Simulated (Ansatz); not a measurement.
# BrH: the cost of one run

Program: Ansatz 0.2.0, Gaussian basis. Level of theory: the settings change from run to run. These are calculated values, not measurements.

16 further runs of the same task are left out: 13 that didn't finish, 3 set aside as unsound or not needed.

## Step 1: The system

The geometry derives from a PBE0/def2-TZVP stationary point (not a proven minimum). One bond is set to the value named and the two fragments are kept rigid. No spin-orbit coupling is included. The filled d shell of Br may be among the frozen orbitals whatever the setting's name suggests; the logs give the count.

2 atoms, charge 0, spin multiplicity 1.

Atoms are counted from 1 here; the program's logs count them from 0.

No contacts short enough for the rule that draws bonds.

## Step 2: CCSDT(Q)/6-31G*

Contents of in.yaml:

```yaml
crystal:
  periodic: [false, false, false]
  atoms:
    - {symbol: Br, position_ang: [0.000000, 0.000000, 0.000000]}
    - {symbol: H, position_ang: [0.000000, 0.000000, 2.588000]}
basis:
  gaussian: {orbitals: "6-31G*"}
magnetization: {spin_polarized: true, initial_magnetization: 0}
hamiltonian: {xc: {name: PBE}, pseudopotentials: {relativity: none}}
correlation: {method: ccsdt_q, electrons: outside_noble_gas}
output: {forces: true}
```

The run is started by

```
$ ansatz run in.yaml --threads 1 --pin off --events-out ev --progress --plain --max-ram 2393MiB
```

What time and memory should one allow on 1 thread of Arm Neoverse V1, shared host?

About 25 s, with a peak of 0.26 GiB.
